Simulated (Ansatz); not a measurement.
Run this with Ansatz 0.2.0, Python API and show what comes out.

`cd3ir.py`
```python
"""Density of Cd3Ir less that of its sublattices."""

import ansatz as az
import numpy as np

VECTORS = np.array([
    [4.216704, 0.0, 0.0],
    [0.0, 4.216704, 0.0],
    [0.0, 0.0, 4.216704],
])
SITES = [
    ("Cd", (0.0, 0.5, 0.5)),
    ("Cd", (0.5, 0.0, 0.5)),
    ("Cd", (0.5, 0.5, 0.0)),
    ("Ir", (0.0, 0.0, 0.0)),
]


def make_crystal(cell):
    crystal = az.Crystal(lattice=az.Lattice.of(cell))
    for symbol, position in SITES:
        crystal = crystal.atom(symbol, position)
    return crystal

# one cutoff and one grid for all runs, so that the fields can be subtracted
def solve(crystal):
    return (
        crystal.calculation()
        .functional("lda")
        .occupations("fermi_dirac", width=0.1)
        .scf(tolerance=1e-07)
        .basis(460, grid_basis="typed")
        .kpoints(6, 6, 6)
        .density()
        .run(threads=1)
    )


whole = solve(make_crystal(VECTORS))
difference = whole.density().channels[0].density_e_per_ang3.copy()
binding = whole.report["free_energy_ev"]
for element in ["Cd", "Ir"]:
    part = az.Crystal(lattice=az.Lattice.of(VECTORS))
    for symbol, position in SITES:
        if symbol == element:
            part = part.atom(symbol, position)
    alone = solve(part)
    difference -= alone.density().channels[0].density_e_per_ang3
    binding -= alone.report["free_energy_ev"]
    print(f"{element} sublattice: {alone.report['n_electrons']:g} electrons, {alone.report['n_iterations']} iterations")

voxel = abs(np.linalg.det(VECTORS)) / difference.size
print(f"energy of the crystal less its unpolarised sublattices: {binding / len(SITES):.4f} eV/atom")
print(f"net charge of the difference {difference.sum() * voxel:.5f} e, charge moved {0.5 * np.abs(difference).sum() * voxel:.3f} e")
print(f"extremes {difference.min():.4f} and {difference.max():.4f} e/A^3")
for (symbol, position) in SITES:
    index = tuple(int(round(p * n)) % n for p, n in zip(position, difference.shape))
    print(f"  change of the pseudo-density at the grid point nearest {symbol}: {difference[index]:+.4f} e/A^3")
```

```console
$ python cd3ir.py
Cd sublattice: 60 electrons, 6 iterations
Ir sublattice: 17 electrons, 7 iterations
energy of the crystal less its unpolarised sublattices: -2.1449 eV/atom
net charge of the difference 0.00000 e, charge moved 0.643 e
extremes -0.1767 and 0.1904 e/A^3
  change of the pseudo-density at the grid point nearest Cd: -0.0423 e/A^3
  change of the pseudo-density at the grid point nearest Cd: -0.0423 e/A^3
  change of the pseudo-density at the grid point nearest Cd: -0.0423 e/A^3
  change of the pseudo-density at the grid point nearest Ir: -0.0544 e/A^3
```

Notes:
- The mesh is modest for a metal, so energies can be off by several to tens of meV an atom and pressures by half a GPa or more; differences at equal mesh fare better.
- Spin-orbit coupling, which matters for elements this heavy, is left out.
- Grid values close to the nuclei reflect the PAW or pseudopotential construction, not the all-electron fields.
- The structure comes from a database of computed cells and needn't be a stable or known phase.
- Charge moved counts every rearrangement, bonding and polarisation too, and is no transfer between atoms; the bare sublattices are artificial references. Values near the nuclei depend on the potentials.
- It ran for 6.4 s on 1 thread of Arm Neoverse V1 (shared host), peak memory 0.42 GiB.

(Lines on the test bed's own set-up are left out of the output.)
